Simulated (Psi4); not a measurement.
# SnHSCl (SMILES [SH][Sn][Cl]) at B3LYP/def2-QZVPD (density fitting, core potential, sweep point 6)

What is the energy change on altering one bond length of SnHSCl at B3LYP/def2-QZVPD (density fitting, core potential, sweep point 6)? 

Program for the calculation: Psi4 1.11.

## 1. The molecule

SnHSCl has 4 atoms, charge 0, and is taken as a singlet. SMILES: `[SH][Sn][Cl]`. The coordinates come from a PBE0-D4/def2-TZVP relaxation.

Bond lengths: S1–Sn2 2.427 Å, Sn2–Cl3 2.379 Å, S1–H4 1.344 Å. Angles: S1–Sn2–Cl3 96.5°, Sn2–S1–H4 93.1°.

## 2. A single-point energy at B3LYP/def2-QZVPD (density fitting, core potential, sweep point 6)

Contents of clhssn.in:

```
memory 1600 MB

molecule {
  0 1
  S      0.185700     1.488500    -0.409700
  Sn    -1.395700    -0.351700    -0.341800
  Cl     0.088800    -1.950300     0.607800
  H      1.176700     0.753300     0.123400
  units angstrom
  symmetry c1
}

set globals {
  puream true
  scf_type df
  dft_radial_points 99
  dft_spherical_points 590
}

e, wfn = energy("b3lyp/def2-QZVPD", return_wfn=True)
```

On the command line:

```
$ psi4 -n 1 clhssn.in clhssn.out
```

clhssn.out:

```text
[...]
    !!!  WARNING: ECP capability is in beta. Please check occupations closely.  !!!
[...]
  Running in c1 symmetry.
[...]
  Nuclear repulsion =  213.489034180479024
[...]
  Multiplicity = 1
[...]
  Nalpha       = 28
  Nbeta        = 28
[...]
    Number of basis functions: 279
[...]
   @DF-RKS iter   1: -1073.17090971064363   -8.44099e-01   3.45148e-03 DIIS/ADIIS
[...]
   @DF-RKS iter   9: -1073.55731010854697   -7.27168e-08   3.23210e-07 DIIS
[...]
    Orbital Energies [Eh]
    ---------------------
    Doubly Occupied:
       1A   -101.505817     2A    -88.855821     3A     -9.437958
       4A     -7.938019     5A     -7.196543     6A     -7.193561
       7A     -7.192513     8A     -5.899873     9A     -5.896735
      10A     -5.895056    11A     -5.131807    12A     -3.475816
      13A     -3.470964    14A     -3.467815    15A     -1.058116
      16A     -1.055417    17A     -1.052925    18A     -1.052575
      19A     -1.048489    20A     -0.797004    21A     -0.723991
      22A     -0.480655    23A     -0.410150    24A     -0.340122
      25A     -0.327492    26A     -0.318796    27A     -0.278284
      28A     -0.269534
[...]
  @DF-RKS Final Energy: -1073.55731010854697
   => Energetics <=
    Nuclear Repulsion Energy =            213.4890341804790239
    One-Electron Energy =               -1989.0679353576754238
    Two-Electron Energy =                 760.5196273224556762
    DFT Exchange-Correlation Energy =     -58.4980362538062550
    Empirical Dispersion Energy =           0.0000000000000000
    VV10 Nonlocal Energy =                  0.0000000000000000
    Total Energy =                      -1073.5573101085469716
[...]
 Multipole Moments:
 ------------------------------------------------------------------------------------
     Multipole            Electronic (a.u.)      Nuclear  (a.u.)        Total (a.u.)
 ------------------------------------------------------------------------------------
 L = 1.  Multiply by 2.5417464519 to convert [e a0] to [Debye]
 Dipole X            :        -41.9882992           41.1784221           -0.8098771
 Dipole Y            :         -3.9104207            4.0920540            0.1816333
 Dipole Z            :        -11.8921721           11.5845444           -0.3076276
 Magnitude           :                                                    0.8851702
[...]
```

It took 45 s on 1 thread of Intel Xeon Platinum 8488C (Sapphire Rapids), shared host; peak memory 1.2 GiB.

## 3. The distorted shape

Contents of clhssn.dat:

```
memory 1600 MB

molecule m {
  0 1
  S      0.976370     2.408565    -0.443649
  Sn    -1.395700    -0.351700    -0.341800
  Cl     0.088800    -1.950300     0.607800
  H      1.967370     1.673365     0.089451
  symmetry c1
}

set {
  basis def2-QZVPD
  reference rks
  puream true
  scf_type df
  dft_radial_points 99
  dft_spherical_points 590
}

energy('b3lyp')
print_variables()
```

On the command line:

```
$ psi4 clhssn.dat clhssn.out -n 1
```

clhssn.out:

```text
[...]
    !!!  WARNING: ECP capability is in beta. Please check occupations closely.  !!!
[...]
  Running in c1 symmetry.
[...]
  Nuclear repulsion =  177.264859481611296
[...]
  Multiplicity = 1
[...]
  Nalpha       = 28
  Nbeta        = 28
[...]
    Number of basis functions: 279
[...]
   @DF-RKS iter   1: -1072.71614862942806   -6.25276e-01   4.17891e-03 DIIS/ADIIS
[...]
   @DF-RKS iter  13: -1073.48574460591090   -3.30972e-07   5.30917e-07 DIIS
[...]
    Orbital Energies [Eh]
    ---------------------
    Doubly Occupied:
       1A   -101.539219     2A    -88.814017     3A     -9.470559
       4A     -7.892754     5A     -7.229051     6A     -7.226224
       7A     -7.225311     8A     -5.854646     9A     -5.853159
      10A     -5.848794    11A     -5.180276    12A     -3.523606
      13A     -3.518784    14A     -3.516753    15A     -1.103868
      16A     -1.101821    17A     -1.100428    18A     -1.098340
      19A     -1.095907    20A     -0.824838    21A     -0.655918
      22A     -0.503679    23A     -0.356565    24A     -0.352907
      25A     -0.351041    26A     -0.347728    27A     -0.229345
      28A     -0.214991
[...]
  @DF-RKS Final Energy: -1073.48574460591090
   => Energetics <=
    Nuclear Repulsion Energy =            177.2648594816112961
    One-Electron Energy =               -1916.0194266404555492
    Two-Electron Energy =                 723.6728222572638742
    DFT Exchange-Correlation Energy =     -58.4039997043305164
    Empirical Dispersion Energy =           0.0000000000000000
    VV10 Nonlocal Energy =                  0.0000000000000000
    Total Energy =                      -1073.4857446059108952
[...]
 Multipole Moments:
 ------------------------------------------------------------------------------------
     Multipole            Electronic (a.u.)      Nuclear  (a.u.)        Total (a.u.)
 ------------------------------------------------------------------------------------
 L = 1.  Multiply by 2.5417464519 to convert [e a0] to [Debye]
 Dipole X            :        -53.8845788           51.8890949           -1.9954839
 Dipole Y            :        -17.9602154           16.5555536           -1.4046619
 Dipole Z            :        -11.3184356           11.1246603           -0.1937753
 Magnitude           :                                                    2.4479747
[...]
```

It took 32 s on 1 thread of Intel Xeon Platinum 8488C (Sapphire Rapids), shared host; peak memory 1.2 GiB.

## 4. Outcome

Level: B3LYP/def2-QZVPD (density fitting, core potential, sweep point 6).

| quantity | value |
| --- | --- |
| first shape: total energy | -1073.55731 Eh |
| first shape: dipole moment | 2.25 D |
| first shape: HOMO energy | -7.33 eV |
| first shape: LUMO energy | -3.06 eV |
| first shape: HOMO–LUMO gap | 4.27 eV |
| distorted shape: total energy | -1073.48574 Eh |
| distorted shape: dipole moment | 6.22 D |
| distorted shape: HOMO energy | -5.85 eV |
| distorted shape: LUMO energy | -4.20 eV |
| distorted shape: HOMO–LUMO gap | 1.65 eV |
| energy change with the S1–Sn2 bond stretched from 2.427 to 3.641 Å | 1.947 eV |

In words: One bond (distorted shape) is far stretched, which a spin-restricted single reference describes badly; a broken-symmetry solution may lie lower. With the S1–Sn2 bond stretched from 2.427 to 3.641 Å the energy rises by 1.95 eV (45 kcal/mol). The first shape isn't relaxed at this level, so the change isn't measured from a minimum. A restricted reference can't describe the breaking bond well at this length.
